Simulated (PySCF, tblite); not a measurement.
# C₆H₁₄BOP: geometry, infrared bands and NMR shifts

Wanted: the infrared bands and NMR shifts of C₆H₁₄BOP (`[BH3-][P@@H+]1CCC(OC)=C1C`), by calculation.

The runs use tblite 0.8.0 and PySCF 2.14.0, with density-fitted response routines of our own; the level of theory stands in each step. All values are computed, except where a source is named. Atoms are numbered from 0 throughout.

### Step 1. Starting geometry

23 atoms, charge 0, multiplicity 1; geometry from: force field or distance geometry start.

Bonds of the start (Å): B0–P1 1.86, P1–C2 1.84, C2–C3 1.48, C3–C4 1.43, C4–O5 1.41, O5–C6 1.43, C4–C7 1.32, C7–C8 1.49, C7–P1 1.82, B0–H9 1.20, B0–H10 1.18, B0–H11 1.20, P1–H12 1.37, C2–H13 1.09, C2–H14 1.11, C3–H15 1.11, C3–H16 1.15, C6–H17 1.09, C6–H18 1.11, C6–H19 1.12, C8–H20 1.09, C8–H21 1.12, C8–H22 1.11.

### Step 2. Relaxing the molecule with GFN2-xTB

What the job is given:

```
{"job": {"kind": "relax", "xc": "GFN2-xTB", "basis": "xTB"}, "charge": 0, "multiplicity": 1}
B     -3.073000     0.065300     0.302600
P     -1.507200    -0.295200    -0.634400
C     -0.730000    -1.814900     0.039800
C      0.683700    -1.386000     0.076100
C      0.885800     0.024800     0.211000
O      2.094800     0.613500     0.636700
C      3.338800     0.139000     0.109900
C     -0.136700     0.788000    -0.118100
C     -0.193500     2.280000    -0.088400
H     -2.847200    -0.013000     1.479100
H     -3.507500     1.124700     0.004500
H     -3.875800    -0.798800     0.060400
H     -1.603800    -0.264800    -1.997400
H     -1.210500    -2.067600     0.979500
H     -0.914100    -2.622700    -0.706100
H      1.302900    -1.851800    -0.717200
H      1.103600    -1.867300     1.026600
H      4.169800     0.690500     0.553700
H      3.409500    -0.945800     0.340100
H      3.402700     0.294700    -0.992600
H      0.704200     2.744000     0.319300
H     -1.076500     2.598200     0.525900
H     -0.424800     2.592200    -1.128200
```

On the command line:

```
OMP_NUM_THREADS=1 python probes_run.py task.json out
```

One launch serves the whole session: the jobs run in the order shown.

**Question.** This job is followed by: GFN2-xTB harmonic vibrations, gas phase; GIAO PBE0/pcSseg-1 NMR shielding, non-relativistic, gas phase. Predict these results of the whole session: strongest single infrared mode (GFN2-xTB); zero-point energy (GFN2-xTB); ¹³C shifts against TMS (PBE0/pcSseg-1); ¹H shifts against TMS (PBE0/pcSseg-1, means over atoms taken as alike); ¹¹B shifts against BF3·OEt2 (PBE0/pcSseg-1); ³¹P shifts against H3PO4 (PBE0/pcSseg-1); ¹⁷O shifts against H2O (PBE0/pcSseg-1); surface potential, 1st and 99th percentile.

As calculated:

| quantity | value |
| --- | --- |
| strongest single infrared mode (GFN2-xTB) | 2178 cm⁻¹, 324 km/mol |
| zero-point energy (GFN2-xTB) | 115.9 kcal/mol |
| ¹³C shifts against TMS (PBE0/pcSseg-1) | 168.9, 106.2, 57.6, 32.0, 21.9, 11.8 ppm |
| ¹H shifts against TMS (PBE0/pcSseg-1, means over atoms taken as alike) | 5.67, 3.93, 2.82, 2.74, 2.03, 1.91, 1.91, 0.84 ppm |
| ¹¹B shifts against BF3·OEt2 (PBE0/pcSseg-1) | -50.5 ppm |
| ³¹P shifts against H3PO4 (PBE0/pcSseg-1) | -10.2 ppm |
| ¹⁷O shifts against H2O (PBE0/pcSseg-1) | 116.8 ppm |
| surface potential, 1st and 99th percentile | -1.54 V and 1.30 V |

What this shows: Over 138 steps the energy fell by 0.958 eV; of the close pairs, C3–C4 changed most, 1.432 to 1.509 Å. No mode is imaginary among the 63: a minimum at this level. The strongest single mode, at 2178 cm⁻¹, moves mainly H12. GFN2-xTB is a fitted tight-binding method: band positions and strengths are rough. Its intensities can rank the bands wrongly. The most deshielded carbon is C4 (alkene carbon bearing oxygen), at 168.9 ppm: an sp2 carbon further deshielded by the attached heteroatom. At PBE0/pcSseg-1: The widest tensor belongs to O5: span 220 ppm, with a paramagnetic part of -180 ppm.
